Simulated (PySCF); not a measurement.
# C7H10GaNO: the cost of one run

Computed with PySCF 2.14.0, with density-fitted response routines of our own, on a single molecule, in the gas phase or a continuum. Atoms count from 0, in the outputs and in this text.

## Step 1: The molecule as given

20 atoms, charge 0, multiplicity 1; geometry from: UFF. The atoms were then displaced at random by about 0.03 Å, so the start is not that level's minimum.

Bonds of the start (Å): C0–C1 1.40, C1–O2 1.26, C1–C3 1.61, C3–C4 1.35, C4–C5 1.39, C5–N6 1.36, N6–Ga7 1.94, N6–C8 1.37, C8–C9 1.40, C9–C3 1.33, C0–H10 1.17, C0–H11 1.14, C0–H12 1.14, C4–H13 1.11, C5–H14 1.12, Ga7–H15 1.62, Ga7–H16 1.58, Ga7–H17 1.61, C8–H18 1.09, C9–H19 1.15.

## Step 2: Relaxing the molecule at PBE0-D3(BJ)/def2-SVP

What the job is given:

```
{"job": {"xc": "PBE0", "basis": "def2-SVP", "d3": "d3bj", "grid": 1, "shake": 0.03, "kind": "geom"}, "charge": 0, "multiplicity": 1}
C     -3.390640     0.456600    -0.377460
C     -2.516940    -0.418890     0.282630
O     -3.037040    -1.336920     0.976390
C     -0.926010    -0.264990     0.131520
C     -0.175160    -1.192220     0.763380
C      1.205040    -1.028300     0.647040
N      1.768580    -0.048000    -0.106040
Ga     3.691290     0.107000    -0.327170
C      0.927740     0.854770    -0.703200
C     -0.463780     0.736370    -0.616330
H     -3.294980     1.563260    -0.017540
H     -4.485270     0.266690    -0.130190
H     -3.402130     0.506420    -1.519210
H     -0.608740    -1.964830     1.430340
H      1.854540    -1.778410     1.159680
H      4.052680     1.671990    -0.527660
H      4.112580    -0.757980    -1.583300
H      4.340760    -0.438410     1.036220
H      1.354180     1.598520    -1.368360
H     -1.144290     1.481450    -1.159870
```

The run is started by

```
OMP_NUM_THREADS=1 python probes_run.py task.json out
```

This one command runs all jobs of the session in turn.

**Question.** How long does this first job take on 1 thread of Arm Neoverse N1, shared host, and how much memory does it need?

About 8.9 min, with a peak of 1.1 GiB.
